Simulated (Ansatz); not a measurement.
# Beryllium, bcc under r²SCAN: from relaxation to bulk modulus

Aim: take beryllium in the bcc structure, relax it, solve it on a dense k-mesh, switch on spin-orbit coupling, then scale the cell to 7 volumes from 88 to 112 % of the relaxed one and try a fit of the equation of state. The k-meshes are 17×17×17 for the relaxation; 29×29×29 for the dense run; 17×17×17 for spin-orbit coupling; 20×20×20 for the volumes.

This is Be in the bcc structure; at room conditions it is hcp.

Method: DFT r2SCAN, plane waves (500 eV) with PAW, scalar-relativistic; PAW files made under PBE, frozen cores solved again for the functional, in Ansatz 0.2.0.

## 1. Starting point

It takes space group Im-3m (No. 229, cubic). Conventional cell: a = 2.532 Å, b = 2.532 Å, c = 2.532 Å, α = 90.00°, β = 90.00°, γ = 90.00°. Be (site symmetry m-3m) has 8 Be at 2.19 Å as nearest neighbours.

Structure file:

```
Be
1.0
    -1.26581    1.26581    1.26581
     1.26581   -1.26581    1.26581
     1.26581    1.26581   -1.26581
Be
1
Direct
  0.00000 0.00000 0.00000
```

## 2. Relaxation of the cell

input.yaml reads:

```yaml
crystal:
  lattice:
    - [-1.2658080948, 1.2658080948, 1.2658080948]
    - [1.2658080948, -1.2658080948, 1.2658080948]
    - [1.2658080948, 1.2658080948, -1.2658080948]
  atoms:
    - { symbol: Be, position: [0.0, 0.0, 0.0] }
hamiltonian:
  xc: r2scan
  pseudopotentials:
    kind: paw
    azcp:
      Be: "pseudopotentials/Be.paw.azcp"
basis:
  ecutwfc: 500
  fft_grid_basis: typed
kpoints:
  mp_grid: { grid: [17, 17, 17], shift: [0, 0, 0] }
magnetization:
  spin_polarized: false
scf:
  occupations: { method: fermi_dirac, width: 0.1 }
relax:
  max_steps: 60
  f_tol: 0.01
  cell: {}
output:
  write_density: true
  write_potential: true
  elf: true
  volumetric_format: npy
```

The run is started by

```sh
> ansatz run input.yaml --threads 1 --pin off --max-ram 3584MiB --backend cpu --events-out ev --progress --plain --runs-dir out
```

The runs that follow: Single point on a dense mesh; With spin-orbit coupling; Equation of state: 88 %; Equation of state: 92 %; Equation of state: 96 %; Equation of state: 100 %; Equation of state: 104 %; Equation of state: 108 %; Equation of state: 112 %.

Before running it: what results should come out? Wanted: space group; conventional cell; volume; shortest distance; gap on the mesh; relative to hcp; highest ELF outside the cores; V₀, B₀, B₀′.

The runs gave:

| quantity | value |
| --- | --- |
| space group (spins left aside) | Im-3m (No. 229) |
| conventional cell | a = 2.502 Å |
| volume | 7.829 Å³/atom |
| shortest distance | 2.167 Å |
| gap on the mesh | none (levels filled in part) |
| relative to hcp | +101 meV/atom |
| highest ELF outside the cores | 0.63, 1.40 Å from the nearest atom |
| V₀, B₀, B₀′ | 7.813 Å³/atom, 125 GPa, 3.4 |

What this shows: The relaxation shrank the cell by 3.5 % in volume. It lies 101 meV/atom above the element's reference form at the same level (hcp, from a run of its own). Levels at the Fermi energy are filled in part, as in a metal. The total energy of the spin-orbit run (on a coarser mesh) lies +7 meV/atom from the scalar one; mesh and treatment of the core enter this figure, so it is no spin-orbit energy. B₀ comes out at 125 GPa. Relaxation kept the symmetry; phonons were not checked.
